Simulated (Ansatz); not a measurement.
# ClGeH3: the cost of one run

Program: Ansatz 0.2.0, Gaussian basis. Level of theory: PBE0-D4/def2-TZVP structures, single points in def2-TZVPP, no counterpoise correction. These are calculated values, not measurements.

Levels: SPW92, PBE-D4, BLYP-D4, r2SCAN-D4, B97M-V, PBE0-D4, B3LYP-D4, r2SCAN0-D4, BHLYP-D4, CAM-B3LYP-D4, wB97X-V, wB97M-V, B2PLYP, PBE-QIDH, RPA on PBE, Hartree-Fock, MP2, CCSD, CCSD(T).

Cores are frozen in the correlated methods. Filled d shells of the heavier atoms are correlated. B3LYP uses VWN-RPA correlation. B2PLYP carries no dispersion term here.

94 further runs of the same task are left out: 94 set aside as unsound or not needed.

**1. The system as given**

The complex: 10 atoms, charge 0, spin multiplicity 1.

Atoms are counted from 1 here; the program's logs count them from 0.

Bond lengths: Ge1–H3 1.532 Å, Ge1–H4 1.532 Å, Ge1–H5 1.531 Å, Ge1–Cl7 2.157 Å, C2–H6 1.090 Å, C2–H8 1.090 Å, C2–H9 1.090 Å, C2–H10 1.090 Å. Angles: H3–Ge1–H4 111.7°, H3–Ge1–H5 111.9°, H3–Ge1–Cl7 107.0°, H4–Ge1–H5 111.9°, H4–Ge1–Cl7 107.0°, H5–Ge1–Cl7 107.1°, H6–C2–H8 109.6°, H6–C2–H9 109.5°, H6–C2–H10 109.5°, H8–C2–H9 109.5°, H8–C2–H10 109.4°, H9–C2–H10 109.4°.

Geometry (Å):

```xyz
10
charge 0, multiplicity 1
Ge   -0.7355    1.3206   -1.5530
C     0.7028   -1.4010    1.4160
H    -2.2226    1.5362   -1.8508
H     0.1539    1.9229   -2.6451
H    -0.4120   -0.1549   -1.3033
H     0.5474   -0.3252    1.4934
Cl   -0.2989    2.3844    0.2715
H    -0.2423   -1.8902    1.1805
H     1.4259   -1.6091    0.6274
H     1.0814   -1.7837    2.3634
```

Its parts: GeH₃Cl holds atoms 1, 3, 4, 5, 7; CH₄ holds atoms 2, 6, 8, 9, 10. Each part counts its atoms afresh in its own runs.

**2. Relaxing GeH₃Cl alone**

Contents of relax-a/in.yaml:

```yaml
crystal:
  periodic: [false, false, false]
  atoms:
    - {symbol: Ge, position_ang: [-0.735528, 1.320559, -1.552970]}
    - {symbol: H, position_ang: [-2.222646, 1.536234, -1.850790]}
    - {symbol: H, position_ang: [0.153933, 1.922905, -2.645111]}
    - {symbol: H, position_ang: [-0.412045, -0.154870, -1.303342]}
    - {symbol: Cl, position_ang: [-0.298928, 2.384402, 0.271504]}
basis:
  gaussian: {orbitals: def2-TZVP}
hamiltonian: {xc: pbe0, dispersion: d4}
relax: {f_tol: 0.005, max_steps: 200}
```

Run with:

```bash
ansatz run in.yaml --threads 3 --pin off --events-out ev --progress --plain --max-ram 6092MiB
```

**Question.** How long does this run take on 3 threads of Intel Xeon at 2.30GHz, shared host?

About 5 s.
